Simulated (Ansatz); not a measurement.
**CH₃ClMoOS: one species, many methods**

An exercise on one series of results from a longer session: the logs are not shown, and one member is left open.

Method: functionals in def2-TZVPP, the program's frozen cores in correlated methods; program: Ansatz 0.2.0, Gaussian basis.

Plan: LDA (SPW92), PBE-D4, revPBE-D4, BLYP-D4, r2SCAN-D4, B97M-V, PBE0-D4, B3LYP-D4, r2SCANh-D4, r2SCAN0-D4, HSE06-D4, BHLYP-D4, CAM-B3LYP-D4, LC-ωPBE, ωB97X-V, ωB97M-V, B2PLYP, PBE-QIDH; CCSD(T)/def2-SVP; CCSD(T)/def2-TZVPP; MP2/def2-QZVPP; extrapolation to the limit; RPA on PBE.

## The geometry

All runs share one geometry, relaxed beforehand with PBE0-D4 in a triple-zeta def2 set. Mo takes the def2 core potential; no spin-orbit term is included.

8 atoms, charge 0, spin multiplicity 1.

Atoms are counted from 1 here; the program's logs count them from 0.

Bond lengths: C1–Mo2 2.085 Å, C1–H6 1.093 Å, C1–H7 1.091 Å, C1–H8 1.096 Å, Mo2–O3 1.663 Å, Mo2–S4 2.099 Å, Mo2–Cl5 2.245 Å. Angles: Mo2–C1–H6 108.6°, Mo2–C1–H7 112.0°, Mo2–C1–H8 106.5°, H6–C1–H7 109.7°, H6–C1–H8 110.5°, H7–C1–H8 109.5°, C1–Mo2–O3 104.6°, C1–Mo2–S4 104.6°, C1–Mo2–Cl5 110.6°, O3–Mo2–S4 109.2°, O3–Mo2–Cl5 113.7°, S4–Mo2–Cl5 113.4°.

The first run:

in.yaml reads:

```yaml
crystal:
  periodic: [false, false, false]
  atoms:
    - {symbol: C, position_ang: [-0.873813, -0.688108, -0.161661]}
    - {symbol: Mo, position_ang: [0.814105, 0.499348, 0.137123]}
    - {symbol: O, position_ang: [2.022047, -0.577364, 0.519146]}
    - {symbol: S, position_ang: [0.355755, 1.652375, 1.830182]}
    - {symbol: Cl, position_ang: [1.248900, 1.731018, -1.689227]}
    - {symbol: H, position_ang: [-1.726214, -0.036482, -0.369689]}
    - {symbol: H, position_ang: [-1.092364, -1.313378, 0.704777]}
    - {symbol: H, position_ang: [-0.656317, -1.324510, -1.026453]}
basis:
  gaussian: {orbitals: def2-TZVPP}
hamiltonian: {xc: lda}
output: {orbitals: {seedname: orbitals}}
```

The run is started by

```
> ansatz run in.yaml --threads 4 --pin off --events-out ev --progress --plain --max-ram 10444MiB
```

Steps of the session up to this table: LDA; PBE-D4 (GGA); revPBE-D4 (GGA); BLYP-D4 (GGA); r2SCAN-D4 (meta-GGA); B97M-V (meta-GGA); PBE0-D4 (hybrid); B3LYP-D4 (hybrid); r2SCANh-D4 (hybrid); r2SCAN0-D4 (hybrid); HSE06-D4 (hybrid); BHLYP-D4 (hybrid); CAM-B3LYP-D4 (range-separated); LC-ωPBE (range-separated); ωB97X-V (range-separated); ωB97M-V (range-separated); B2PLYP (double hybrid); PBE-QIDH (double hybrid).

One table of the session follows, with a row left open; its other results are not shown here.

It belongs to the step «Orbital energies across the functionals». 

| functional | HOMO (eV) | LUMO (eV) | gap (eV) |
| --- | --- | --- | --- |
| LDA (SPW92) | -6.94 | -4.44 | 2.49 |
| PBE-D4 | -6.77 | -4.24 | 2.53 |
| revPBE-D4 | -6.71 | -4.17 | 2.55 |
| BLYP-D4 | -6.61 | -4.11 | 2.50 |
| r2SCAN-D4 | -7.06 | -4.24 | 2.82 |
| B97M-V | -7.11 | -4.19 | 2.91 |
| PBE0-D4 | -7.99 | -3.55 | 4.44 |
| B3LYP-D4 | -7.75 | -3.73 | 4.01 |
| r2SCANh-D4 | -7.51 | -3.97 | 3.54 |
| r2SCAN0-D4 | -8.18 | -3.55 | 4.63 |
| HSE06-D4 | -7.59 | -3.93 | 3.67 |
| BHLYP-D4 | ? | ? | ? |
| CAM-B3LYP-D4 | -9.26 | -2.52 | 6.74 |
| LC-ωPBE | -10.59 | -1.49 | 9.10 |
| ωB97X-V | -10.24 | -1.52 | 8.72 |
| ωB97M-V | -10.10 | -1.52 | 8.58 |

Estimate the missing values for BHLYP-D4.

Worked estimate for «HOMO (eV)». Against the share of exact exchange, BLYP-D4 (0, -6.61), B3LYP-D4 (0.2, -7.75) give a slope of -5.70 per unit share; at 0.5 the line stands at -9.46.

The run gave: HOMO (eV): -9.05; LUMO (eV): -2.68; gap (eV): 6.38. In «HOMO (eV)» the line misses by -0.41.
